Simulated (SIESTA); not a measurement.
The system is Cd4TeSe3.

```
CELL_PARAMETERS angstrom
4.46935 0.00000 0.00000
0.00000 8.96146 0.00000
0.00000 0.00000 6.26811
ATOMIC_POSITIONS crystal
Te 0.00000 0.50000 0.75290
Cd 0.50000 0.50000 0.47792
Cd 0.00000 0.76168 0.00823
Cd 0.50000 0.00000 0.50446
Cd 0.00000 0.23831 0.00823
Se 0.50000 0.75682 0.25009
Se 0.00000 0.00000 0.74809
Se 0.50000 0.24318 0.25009
```

The cell comes from a database or a generator and needn't be the stable form of this composition.

| Quantity | Value |
| --- | --- |
| Program | SIESTA 5.4.2 |
| Task | single point |
| Functional | PBEsol |
| Potentials or basis | PseudoDojo 0.4 standard (PBEsol files) |
| Basis | DZP (energy shift 0.003 Ry; two zetas on semicore shells) |
| Grid cutoff | 800 Ry |
| Energy shift | 0.003 Ry |
| k mesh | 6 × 3 × 5 |
| Occupations | fermi-dirac, width 0.05 eV |
| Spin | no spin polarisation |

On this cell: pressure -2.6 GPa; largest force 0.056 eV/Å; band gap on the k mesh 0.43 eV, direct.

The same run follows on a disturbed copy (atoms moved at random, drawn with an rms of 0.05 Å):

```
Te Cd Se
1.0
     4.46935    0.00000    0.00000
     0.00000    8.96146    0.00000
     0.00000    0.00000    6.26811
Te Cd Se
1 4 3
Direct
  0.00438 0.49996 0.75116
  0.49662 0.50225 0.47380
  0.00154 0.76226 0.00867
  0.49522 0.00223 0.50861
  0.00194 0.24341 0.01455
  0.50811 0.75661 0.24577
  0.99566 0.00377 0.75201
  0.50296 0.24549 0.25417
```

**Question.** What does the disturbed cell give?

**Answer.** The energy moves by +2.0 meV/atom; pressure -2.5 GPa; largest force 0.308 eV/Å; band gap on the k mesh 0.39 eV, direct.

Forces in eV/Å, atoms in the order of the input:
```
Te  -0.148  0.095 -0.017
Cd   0.150  0.031  0.117
Cd   0.133 -0.009 -0.165
Cd   0.014 -0.100  0.005
Cd   0.024 -0.070 -0.113
Se  -0.178  0.155  0.197
Se   0.039 -0.033  0.021
Se  -0.035 -0.069 -0.045
```

Stress tensor (GPa, compression positive):
```
-2.41  0.01 -0.24
 0.01 -2.72 -0.11
-0.24 -0.11 -2.49
```

Caveats: spin-orbit coupling is left out, which moves the levels of the heavy elements; the basis of atomic orbitals isn't converged, which shifts pressures, moduli and gaps.

